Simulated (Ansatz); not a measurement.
# C3H6BClS: a ladder of functionals and wavefunction methods

How much do the methods differ for C3H6BClS? The plan is to run it at one geometry with functionals of several rungs and with coupled cluster, and see how far each lands from CCSD(T) at the basis-set limit for the atomisation energy.

Program: Ansatz 0.2.0, Gaussian basis. Level of theory: functionals in def2-TZVPP, the program's frozen cores in correlated methods. These are calculated values, not measurements.

The runs, in order: LDA (SPW92), PBE-D4, revPBE-D4, BLYP-D4, r2SCAN-D4, B97M-V, PBE0-D4, B3LYP-D4, r2SCANh-D4, r2SCAN0-D4, HSE06-D4, BHLYP-D4, CAM-B3LYP-D4, LC-ωPBE, ωB97X-V, ωB97M-V, B2PLYP, PBE-QIDH; CCSD(T)/def2-SVP; CCSD(T)/def2-TZVPP; MP2/def2-QZVPP; extrapolation to the limit; RPA on PBE.

## 1. Structure used throughout

The geometry comes from an earlier relaxation with PBE0-D4 in a triple-zeta def2 set; it is a stationary point, not always the lowest conformer.

SMILES `CB(C=S)CCl`, 12 atoms, charge 0, spin multiplicity 1.

Atoms are counted from 1 here; the program's logs count them from 0.

Bond lengths: C1–B2 1.565 Å, C1–H7 1.098 Å, C1–H8 1.093 Å, C1–H9 1.091 Å, B2–C3 1.548 Å, B2–C5 1.576 Å, C3–S4 1.619 Å, C3–H10 1.091 Å, C5–Cl6 1.806 Å, C5–H11 1.089 Å, C5–H12 1.088 Å. Angles: B2–C1–H7 107.0°, B2–C1–H8 111.8°, B2–C1–H9 114.5°, H7–C1–H8 106.8°, H7–C1–H9 107.0°, H8–C1–H9 109.4°, C1–B2–C3 120.7°, C1–B2–C5 121.0°, C3–B2–C5 118.3°, B2–C3–S4 110.1°, B2–C3–H10 128.2°, S4–C3–H10 121.6°, B2–C5–Cl6 97.9°, B2–C5–H11 116.0°, B2–C5–H12 116.4°, Cl6–C5–H11 106.9°, Cl6–C5–H12 107.4°, H11–C5–H12 110.6°.

## 2. LDA

This LDA is Slater exchange with PW92 correlation.

in.yaml reads:

```yaml
crystal:
  periodic: [false, false, false]
  atoms:
    - {symbol: C, position_ang: [-1.112459, 0.195431, -1.007295]}
    - {symbol: B, position_ang: [-0.019464, -0.111544, 0.069592]}
    - {symbol: C, position_ang: [-0.152207, -1.340578, 1.000806]}
    - {symbol: S, position_ang: [0.611014, -2.613926, 0.354790]}
    - {symbol: C, position_ang: [1.260942, 0.796889, 0.208108]}
    - {symbol: Cl, position_ang: [0.610253, 1.958347, 1.427949]}
    - {symbol: H, position_ang: [-0.811638, -0.322234, -1.927570]}
    - {symbol: H, position_ang: [-1.158828, 1.261076, -1.244979]}
    - {symbol: H, position_ang: [-2.111157, -0.162861, -0.752444]}
    - {symbol: H, position_ang: [-0.711878, -1.423191, 1.934126]}
    - {symbol: H, position_ang: [1.531248, 1.379312, -0.670987]}
    - {symbol: H, position_ang: [2.141174, 0.328180, 0.642105]}
basis:
  gaussian: {orbitals: def2-TZVPP}
hamiltonian: {xc: lda}
output: {orbitals: {seedname: orbitals}}
```

Further steps of the session: PBE-D4 (GGA); revPBE-D4 (GGA); BLYP-D4 (GGA); r2SCAN-D4 (meta-GGA); B97M-V (meta-GGA); PBE0-D4 (hybrid); B3LYP-D4 (hybrid); r2SCANh-D4 (hybrid); r2SCAN0-D4 (hybrid); HSE06-D4 (hybrid); BHLYP-D4 (hybrid); CAM-B3LYP-D4 (range-separated); LC-ωPBE (range-separated); ωB97X-V (range-separated); ωB97M-V (range-separated); B2PLYP (double hybrid); PBE-QIDH (double hybrid); CCSD(T) in def2-SVP; CCSD(T) in def2-TZVPP; MP2 in def2-QZVPP; RPA on PBE orbitals.

Q: Predict the results of all the runs planned. Wanted: atomisation energy, CCSD(T)/CBS; farthest beyond LDA; mean size of error, GGA; mean size of error, meta-GGA; mean size of error, hybrid; mean size of error, range-separated; mean size of error, double hybrid; gap, smallest and largest; T1 diagnostic.

As calculated:

| quantity | value |
| --- | --- |
| atomisation energy, CCSD(T)/CBS | 4551.3 kJ/mol |
| functionals within 22.8 kJ/mol (0.5 %) | BLYP-D4, B3LYP-D4, r2SCAN0-D4, CAM-B3LYP-D4, LC-ωPBE, ωB97X-V, PBE-QIDH |
| farthest beyond LDA | PBE-D4 (+149.4 kJ/mol) |
| mean size of error, GGA | 66.5 kJ/mol |
| mean size of error, meta-GGA | 53.4 kJ/mol |
| mean size of error, hybrid | 51.4 kJ/mol |
| mean size of error, range-separated | 21.6 kJ/mol |
| mean size of error, double hybrid | 26.2 kJ/mol |
| gap, smallest and largest | 1.94 eV (LDA (SPW92)), 9.10 eV (LC-ωPBE) |
| T1 diagnostic | 0.0152 |
| triples share of the correlation energy | 4.6 % |

In words: The LDA atomisation energy is off by 701.1 kJ/mol (15 %): it overbinds. PBE-D4 is off by +149.4 kJ/mol. Double hybrids carry the basis error of their MP2 part in triple zeta, and no dispersion term here, so their miss is partly the set-up's. Taken by rung, range-separated functionals do best (21.6 kJ/mol on average) and GGA ones worst beyond LDA (66.5 kJ/mol). The gap between the best rungs is small, so their order is not settled. The reference freezes the cores and leaves out relativity and excitations past (T), so misses under about 22.8 kJ/mol can't be ranked. Hartree-Fock recovers 74 % of the binding; the rest is correlation. CCSD(T) in def2-SVP is off by -209.7 kJ/mol, worse than the median functional, from the basis alone. Orbital gaps span 1.9 to 9.1 eV; exact exchange widens them. The restricted reference is unstable towards a spin-broken one.
